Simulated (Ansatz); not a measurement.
**ClH₆NSi₂Sn: one species, many methods**

How much do the methods differ for ClH₆NSi₂Sn? The plan is to run it at one geometry with functionals of several rungs and with coupled cluster, and see how far each lands from CCSD(T) at the basis-set limit for the atomisation energy.

Program: Ansatz 0.2.0, Gaussian basis. Level of theory: functionals in def2-TZVPP, the program's frozen cores in correlated methods. These are calculated values, not measurements.

Levels to be run: LDA (SPW92), PBE-D4, revPBE-D4, BLYP-D4, r2SCAN-D4, B97M-V, PBE0-D4, B3LYP-D4, r2SCANh-D4, r2SCAN0-D4, HSE06-D4, BHLYP-D4, CAM-B3LYP-D4, LC-ωPBE, ωB97X-V, ωB97M-V, B2PLYP, PBE-QIDH; CCSD(T)/def2-SVP; CCSD(T)/def2-TZVPP; MP2/def2-QZVPP; extrapolation to the limit; RPA on PBE.

### Step 1. The relaxed structure

All runs share one geometry, relaxed beforehand with PBE0-D4 in a triple-zeta def2 set. Sn takes the def2 core potential; no spin-orbit term is included.

SMILES `[SiH3][N]([SiH3])[Sn][Cl]`, 11 atoms, charge 0, spin multiplicity 1.

Atoms are counted from 1 here; the program's logs count them from 0.

Bond lengths: Si1–N2 1.745 Å, Si1–H6 1.493 Å, Si1–H7 1.484 Å, Si1–H8 1.484 Å, N2–Si3 1.733 Å, N2–Sn4 2.050 Å, Si3–H9 1.487 Å, Si3–H10 1.494 Å, Si3–H11 1.487 Å, Sn4–Cl5 2.384 Å. Angles: N2–Si1–H6 106.5°, N2–Si1–H7 112.0°, N2–Si1–H8 112.0°, H6–Si1–H7 108.3°, H6–Si1–H8 108.3°, H7–Si1–H8 109.6°, Si1–N2–Si3 118.3°, Si1–N2–Sn4 124.8°, Si3–N2–Sn4 116.9°, N2–Si3–H9 112.3°, N2–Si3–H10 106.8°, N2–Si3–H11 112.3°, H9–Si3–H10 108.5°, H9–Si3–H11 108.3°, H10–Si3–H11 108.5°, N2–Sn4–Cl5 94.7°.

### Step 2. LDA

This LDA is Slater exchange with PW92 correlation.

Contents of in.yaml:

```yaml
crystal:
  periodic: [false, false, false]
  atoms:
    - {symbol: Si, position_ang: [-1.016259, 0.450792, 0.863361]}
    - {symbol: N, position_ang: [0.027322, -0.136181, -0.406261]}
    - {symbol: Si, position_ang: [1.712043, -0.340968, -0.056565]}
    - {symbol: Sn, position_ang: [-0.590328, -0.607038, -2.303958]}
    - {symbol: Cl, position_ang: [-2.875571, -0.056443, -1.909330]}
    - {symbol: H, position_ang: [-0.150602, 0.655400, 2.061858]}
    - {symbol: H, position_ang: [-1.640765, 1.749897, 0.511984]}
    - {symbol: H, position_ang: [-2.071929, -0.531393, 1.212341]}
    - {symbol: H, position_ang: [2.369375, 0.937156, 0.325689]}
    - {symbol: H, position_ang: [2.354322, -0.848009, -1.307030]}
    - {symbol: H, position_ang: [1.947992, -1.330113, 1.028609]}
basis:
  gaussian: {orbitals: def2-TZVPP}
hamiltonian: {xc: lda}
output: {orbitals: {seedname: orbitals}}
```

Started as:

```console
> ansatz run in.yaml --threads 4 --pin off --events-out ev --progress --plain --max-ram 11315MiB
```

Further steps of the session: PBE-D4 (GGA); revPBE-D4 (GGA); BLYP-D4 (GGA); r2SCAN-D4 (meta-GGA); B97M-V (meta-GGA); B3LYP-D4 (hybrid); r2SCANh-D4 (hybrid); r2SCAN0-D4 (hybrid); HSE06-D4 (hybrid); BHLYP-D4 (hybrid); CAM-B3LYP-D4 (range-separated); LC-ωPBE (range-separated); ωB97X-V (range-separated); ωB97M-V (range-separated); B2PLYP (double hybrid); PBE-QIDH (double hybrid); CCSD(T) in def2-SVP; CCSD(T) in def2-TZVPP; MP2 in def2-QZVPP; RPA on PBE orbitals.

Before running them: what should the planned runs give, taken together? Wanted: atomisation energy, CCSD(T)/CBS; farthest beyond LDA; mean size of error, GGA; mean size of error, meta-GGA; mean size of error, hybrid; mean size of error, range-separated; mean size of error, double hybrid; gap, smallest and largest; T1 diagnostic.

The runs gave:

```
                               quantity                                                              value
        atomisation energy, CCSD(T)/CBS                                                      3393.5 kJ/mol
 functionals within 33.9 kJ/mol (1.0 %)  PBE-D4, BLYP-D4, B97M-V, B3LYP-D4, CAM-B3LYP-D4, ωB97X-V, ωB97M-V
                    farthest beyond LDA                                            LC-ωPBE (-101.2 kJ/mol)
                mean size of error, GGA                                                        51.5 kJ/mol
           mean size of error, meta-GGA                                                        21.2 kJ/mol
             mean size of error, hybrid                                                        63.3 kJ/mol
    mean size of error, range-separated                                                        36.7 kJ/mol
      mean size of error, double hybrid                                                        80.1 kJ/mol
              gap, smallest and largest                           3.18 eV (LDA (SPW92)), 9.50 eV (LC-ωPBE)
                          T1 diagnostic                                                             0.0149
triples share of the correlation energy                                                              3.7 %
```

**Reading.** The LDA atomisation energy is off by 374.7 kJ/mol (11 %): it overbinds. PBE-D4 is off by -29.8 kJ/mol. Double hybrids carry the basis error of their MP2 part in triple zeta, and no dispersion term here, so their miss is partly the set-up's. By mean error the best rung here is meta-GGA (21.2 kJ/mol) and the worst beyond LDA is double hybrid (80.1 kJ/mol). hybrid functionals lie within the reference's doubt of that worst mean (63.3 kJ/mol), so those two tie. The gap between the best rungs is small, so their order is not settled. Misses under about 33.9 kJ/mol are within the doubt on the reference itself, which lacks core-valence correlation, spin-orbit coupling and higher excitations, and its outer-core shells are covered unevenly. All levels share the lack of spin-orbit coupling, which lowers the free heavy atoms and so the true binding. Hartree-Fock recovers 71 % of the binding; the rest is correlation. CCSD(T) in def2-SVP is off by -314.6 kJ/mol, worse than the median functional, from the basis alone. The gap grows from 3.2 to 9.5 eV across the functionals, mostly with the share of exact exchange. Correlated methods include outer-core shells of Sn, which these sets cover unevenly.
